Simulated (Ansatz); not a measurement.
# CH₆AlNOSSi: one species, many methods

How much do the methods differ for CH₆AlNOSSi? The plan is to run it at one geometry with functionals of several rungs and with coupled cluster, and see how far each lands from CCSD(T) at the basis-set limit for the atomisation energy.

The runs use Ansatz 0.2.0, Gaussian basis; functionals in def2-TZVPP, the program's frozen cores in correlated methods.

The runs, in order: PBE-D4, r2SCAN-D4, PBE0-D4, B3LYP-D4, ωB97X-V, ωB97M-V, B2PLYP; CCSD(T)/def2-TZVPP; MP2/def2-QZVPP; extrapolation to the limit.

## 1. The relaxed structure

An earlier PBE0-D4 in a triple-zeta def2 set relaxation fixed the geometry.

12 atoms, charge 0, spin multiplicity 1.

Atoms are counted from 1 here; the program's logs count them from 0.

Bond lengths: N1–C2 1.538 Å, N1–Al3 1.986 Å, N1–H7 1.012 Å, N1–H8 1.011 Å, C2–Al3 1.920 Å, C2–H9 1.087 Å, C2–H10 1.087 Å, Al3–O4 1.739 Å, Al3–S6 2.204 Å, O4–Si5 1.649 Å, Si5–S6 2.156 Å, Si5–H11 1.485 Å, Si5–H12 1.486 Å. Angles: C2–N1–Al3 64.6°, C2–N1–H7 113.6°, C2–N1–H8 113.9°, Al3–N1–H7 122.7°, Al3–N1–H8 124.4°, H7–N1–H8 108.8°, N1–C2–Al3 69.1°, N1–C2–H9 110.6°, N1–C2–H10 110.7°, Al3–C2–H9 123.0°, Al3–C2–H10 123.5°, H9–C2–H10 110.0°, N1–Al3–C2 46.4°, N1–Al3–O4 117.7°, N1–Al3–S6 123.8°, C2–Al3–O4 130.0° and more.

## 2. PBE-D4 (GGA)

Contents of in.yaml:

```yaml
crystal:
  periodic: [false, false, false]
  atoms:
    - {symbol: N, position_ang: [-1.664804, 0.548590, 0.236362]}
    - {symbol: C, position_ang: [-0.755051, 1.779417, 0.392220]}
    - {symbol: Al, position_ang: [0.285810, 0.182887, 0.158699]}
    - {symbol: O, position_ang: [0.917351, -0.537063, -1.292997]}
    - {symbol: Si, position_ang: [1.782389, -1.736807, -0.565011]}
    - {symbol: S, position_ang: [1.320821, -1.244043, 1.482469]}
    - {symbol: H, position_ang: [-2.248016, 0.578951, -0.589594]}
    - {symbol: H, position_ang: [-2.248610, 0.366813, 1.041818]}
    - {symbol: H, position_ang: [-0.910722, 2.248961, 1.360064]}
    - {symbol: H, position_ang: [-0.939995, 2.496753, -0.403386]}
    - {symbol: H, position_ang: [3.237688, -1.647670, -0.847842]}
    - {symbol: H, position_ang: [1.300140, -3.091886, -0.938901]}
basis:
  gaussian: {orbitals: def2-TZVPP}
hamiltonian: {xc: pbe, dispersion: d4}
output: {forces: true, orbitals: {seedname: orbitals}}
```

Run with:

```console
$ ansatz run in.yaml --threads 2 --pin off --events-out ev --progress --plain --max-ram 32768MiB --backend cuda --devices 0, --max-vram 18GiB
```

The runs that follow: r2SCAN-D4 (meta-GGA); PBE0-D4 (hybrid); B3LYP-D4 (hybrid); ωB97X-V (range-separated); ωB97M-V (range-separated); B2PLYP (double hybrid); CCSD(T) in def2-TZVPP; MP2 in def2-QZVPP.

Q: Predict the results of all the runs planned. Wanted: atomisation energy, CCSD(T)/CBS; farthest; mean size of error, hybrid; mean size of error, range-separated; gap, smallest and largest; T1 diagnostic; triples share of the correlation energy.

**Answer**, as computed:

| quantity | value |
| --- | --- |
| atomisation energy, CCSD(T)/CBS | 4426.3 kJ/mol |
| functionals within 22.1 kJ/mol (0.5 %) | r2SCAN-D4, ωB97X-V, ωB97M-V |
| farthest | B2PLYP (-75.6 kJ/mol) |
| mean size of error, hybrid | 29.8 kJ/mol |
| mean size of error, range-separated | 18.3 kJ/mol |
| gap, smallest and largest | 4.77 eV (PBE-D4), 11.01 eV (ωB97X-V) |
| T1 diagnostic | 0.0115 |
| triples share of the correlation energy | 4.1 % |

In words: PBE-D4 misses by +47.2 kJ/mol. Double hybrids carry the basis error of their MP2 part in triple zeta, and no dispersion term here, so their miss is partly the set-up's. The reference freezes the cores and leaves out relativity and excitations past (T), so misses under about 22.1 kJ/mol can't be ranked. Hartree-Fock recovers 71 % of the binding; the rest is correlation. The gap grows from 4.8 to 11.0 eV across the functionals, mostly with the share of exact exchange.
